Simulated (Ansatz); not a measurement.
# CH6ClNOSi: the cost of one run

Method: RKS PBE-D4/def2-SVP, in Ansatz 0.2.0.

**1. Starting point**

Bond lengths: N1–C2 1.439 Å, C2–O3 1.403 Å, O3–Si4 1.656 Å, Si4–Cl5 2.109 Å, N1–H6 1.094 Å, N1–H7 1.003 Å, C2–H8 1.093 Å, C2–H9 1.077 Å, Si4–H10 1.410 Å, Si4–H11 1.495 Å. Angles (14 of 16 angles, heavy atoms first): N1–C2–O3 108.3°, C2–O3–Si4 120.5°, O3–Si4–Cl5 103.2°, N1–C2–H8 105.9°, N1–C2–H9 108.8°, O3–C2–H8 110.1°, O3–C2–H9 111.6°, C2–N1–H6 104.7°, C2–N1–H7 110.7°, O3–Si4–H10 113.7°, O3–Si4–H11 109.1°, Cl5–Si4–H10 108.5°, Cl5–Si4–H11 105.1°, H8–C2–H9 111.9°.

Coordinates:

```xyz
11

N    -0.2195    0.6567    2.0012
C    -0.3695   -0.1618    0.8278
O     0.3789    0.4154   -0.2097
Si    0.5615   -0.3741   -1.6544
Cl   -1.2505    0.0285   -2.6555
H    -0.5920    1.6409    1.7033
H     0.7500    0.8303    2.1913
H     0.0439   -1.1388    1.0894
H    -1.4154   -0.2219    0.5769
H     1.6249    0.1173   -2.4384
H     0.5531   -1.8494   -1.4115
```

**2. End point A**

input.yaml reads:

```yaml
crystal:
  periodic: [false, false, false]
  atoms:
    - { symbol: "N", position_ang: [-0.2195, 0.6567, 2.0012] }
    - { symbol: C, position_ang: [-0.3695, -0.1618, 0.8278] }
    - { symbol: O, position_ang: [0.3789, 0.4154, -0.2097] }
    - { symbol: Si, position_ang: [0.5615, -0.3741, -1.6544] }
    - { symbol: Cl, position_ang: [-1.2505, 0.0285, -2.6555] }
    - { symbol: H, position_ang: [-0.592, 1.6409, 1.7033] }
    - { symbol: H, position_ang: [0.75, 0.8303, 2.1913] }
    - { symbol: H, position_ang: [0.0439, -1.1388, 1.0894] }
    - { symbol: H, position_ang: [-1.4154, -0.2219, 0.5769] }
    - { symbol: H, position_ang: [1.6249, 0.1173, -2.4384] }
    - { symbol: H, position_ang: [0.5531, -1.8494, -1.4115] }
basis:
  gaussian: { orbitals: def2-SVP }
hamiltonian:
  xc: pbe
  dispersion: d4
relax:
  f_tol: 0.02
  max_steps: 50
```

Started as:

```
> ansatz run input.yaml --threads 2 --pin off --max-ram 3072MiB --backend cpu --events-out ev --progress --plain --runs-dir out
```

**Question.** How long does this run take on 2 threads of Intel Xeon Platinum 8488C (Sapphire Rapids), shared host, and how much memory does it need?

About 18 s, with a peak of 0.2 GiB.
